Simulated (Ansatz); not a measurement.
# CH5F2NSn: basis-set convergence

The task here is to estimate one member of a computed series from the others.

Computed with Ansatz 0.2.0, Gaussian basis. Level: one geometry, several basis sets.

Levels to be run: PBE0-D4/def2-SVP; ωB97M-V/def2-SVP; PBE0-D4/def2-QZVPP; ωB97M-V/def2-QZVPP; the functionals' def2-TZVPP values are taken from earlier runs.

### The geometry

An earlier PBE0-D4 in a triple-zeta def2 set relaxation fixed the geometry. Sn takes the def2 core potential; no spin-orbit term is included.

SMILES `[CH3][Sn]([NH2])([F])[F]`, 10 atoms, charge 0, spin multiplicity 1.

Atoms are counted from 1 here; the program's logs count them from 0.

Bond lengths: C1–Sn2 2.106 Å, C1–H6 1.089 Å, C1–H7 1.089 Å, C1–H8 1.089 Å, Sn2–N3 2.001 Å, Sn2–F4 1.918 Å, Sn2–F5 1.921 Å, N3–H9 1.014 Å, N3–H10 1.013 Å. Angles: Sn2–C1–H6 109.3°, Sn2–C1–H7 109.2°, Sn2–C1–H8 108.4°, H6–C1–H7 109.9°, H6–C1–H8 109.9°, H7–C1–H8 110.0°, C1–Sn2–N3 121.4°, C1–Sn2–F4 108.7°, C1–Sn2–F5 107.8°, N3–Sn2–F4 105.0°, N3–Sn2–F5 107.3°, F4–Sn2–F5 105.7°, Sn2–N3–H9 111.0°, Sn2–N3–H10 112.1°, H9–N3–H10 107.6°.

The first run:

The input, in.yaml:

```yaml
crystal:
  periodic: [false, false, false]
  atoms:
    - {symbol: C, position_ang: [-1.641418, -0.546670, -0.104247]}
    - {symbol: Sn, position_ang: [0.253690, 0.356030, -0.275905]}
    - {symbol: N, position_ang: [1.790992, -0.223977, 0.866952]}
    - {symbol: F, position_ang: [0.871706, 0.148210, -2.079614]}
    - {symbol: F, position_ang: [0.031005, 2.246048, -0.016848]}
    - {symbol: H, position_ang: [-2.012570, -0.414075, 0.910999]}
    - {symbol: H, position_ang: [-1.554754, -1.608071, -0.331871]}
    - {symbol: H, position_ang: [-2.315920, -0.067110, -0.811641]}
    - {symbol: H, position_ang: [2.608149, -0.426307, 0.302440]}
    - {symbol: H, position_ang: [2.052219, 0.484622, 1.542534]}
basis:
  gaussian: {orbitals: def2-SVP}
hamiltonian: {xc: pbe0, dispersion: d4}
output: {orbitals: {seedname: orbitals}}
```

The run is started by

```
$ ansatz run in.yaml --threads 4 --pin off --events-out ev --progress --plain --max-ram 10444MiB
```

Among the steps run: PBE0-D4 in def2-SVP; ωB97M-V in def2-SVP; PBE0-D4 in def2-QZVPP; ωB97M-V in def2-QZVPP.

One of the session's tables, all rows but one given; the rest of the session is left out.

It belongs to the step «Functionals by basis». 

```
functional       basis  HOMO (eV)
   PBE0-D4    def2-SVP      -7.88
   PBE0-D4  def2-TZVPP      -8.15
   PBE0-D4  def2-QZVPP      -8.18
   ωB97M-V    def2-SVP     -10.26
   ωB97M-V  def2-TZVPP          ?
   ωB97M-V  def2-QZVPP     -10.59
```

Estimate the missing values for ωB97M-V, def2-TZVPP.

As computed: HOMO (eV): -10.55. In the column «HOMO (eV)» it lies between ωB97M-V, def2-QZVPP (-10.59) and ωB97M-V, def2-SVP (-10.26).
